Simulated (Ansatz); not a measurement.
# Cobalt, simple cubic under PBEsol: from relaxation to bulk modulus

The plan for cobalt in the simple cubic structure: relax it, solve it on a dense k-mesh, then scale the cell to 7 volumes from 88 to 112 % of the relaxed one and try a fit of the equation of state. Spin polarisation is left out, though the real metal is magnetic, so this state lies above the ground state. The k-meshes are 14×14×14 for the relaxation; 23×23×23 for the dense run; 16×16×16 for the volumes.

This is Co in the simple cubic structure; at room conditions it is hcp.

Program: Ansatz 0.2.0. Level of theory: DFT PBEsol, plane waves (420 eV) with PAW, scalar-relativistic; PBE-made PAW files. These are calculated values, not measurements.

## 1. The structure to begin with

It takes space group Pm-3m (No. 221, cubic). Conventional cell: a = 2.287 Å, b = 2.287 Å, c = 2.287 Å, α = 90.00°, β = 90.00°, γ = 90.00°. Co (site symmetry m-3m) has 6 Co at 2.29 Å as nearest neighbours.

As a file:

```cif
data_structure
_symmetry_space_group_name_H-M 'P 1'
_symmetry_Int_Tables_number 1
_cell_length_a 2.2868
_cell_length_b 2.2868
_cell_length_c 2.2868
_cell_angle_alpha 90.000
_cell_angle_beta 90.000
_cell_angle_gamma 90.000
_cell_volume 11.96
loop_
_atom_site_label
_atom_site_type_symbol
_atom_site_fract_x
_atom_site_fract_y
_atom_site_fract_z
_atom_site_occupancy
Co1 Co 0.00000 0.00000 0.00000 1
```

## 2. Relaxation of the cell

Contents of input.yaml:

```yaml
crystal:
  lattice:
    - [2.286848805, 0.0, 0.0]
    - [0.0, 2.286848805, 0.0]
    - [0.0, 0.0, 2.286848805]
  atoms:
    - { symbol: Co, position: [0.0, 0.0, 0.0] }
hamiltonian:
  xc: pbesol
  pseudopotentials:
    kind: paw
    azcp:
      Co: "pseudopotentials/Co.paw.azcp"
basis:
  ecutwfc: 420
  fft_grid_basis: typed
kpoints:
  mp_grid: { grid: [14, 14, 14], shift: [0, 0, 0] }
magnetization:
  spin_polarized: false
scf:
  occupations: { method: fermi_dirac, width: 0.1 }
relax:
  max_steps: 60
  f_tol: 0.01
  cell: {}
```

Further steps of the session: Dense single point; Volume × 0.88; Volume × 0.92; Volume × 0.96; Volume × 1.0; Volume × 1.04; Volume × 1.08; Volume × 1.12.

What does the calculation give? Wanted: space group; conventional cell; volume; shortest distance; gap on the mesh; relative to hcp, ferromagnetic; V₀, B₀, B₀′.

The runs gave:

| quantity | value |
| --- | --- |
| space group (spins left aside) | Pm-3m (No. 221) |
| conventional cell | a = 2.250 Å |
| volume | 11.388 Å³/atom |
| shortest distance | 2.250 Å |
| gap on the mesh | none (levels filled in part) |
| relative to hcp, ferromagnetic | +1076 meV/atom |
| V₀, B₀, B₀′ | 11.349 Å³/atom, 211 GPa, 4.6 |

**Reading.** From the guessed start the volume shrank by 4.8 % in 7 steps. Against the reference form of cobalt (hcp, ferromagnetic, computed apart with the same settings) it stands 1076 meV/atom higher; part of this is magnetic energy, as this run has no moments. No gap shows: it is a metal or semimetal at this level. B₀ comes out at 211 GPa. The symmetry was held, so the structure may be unstable against distortions that break it.
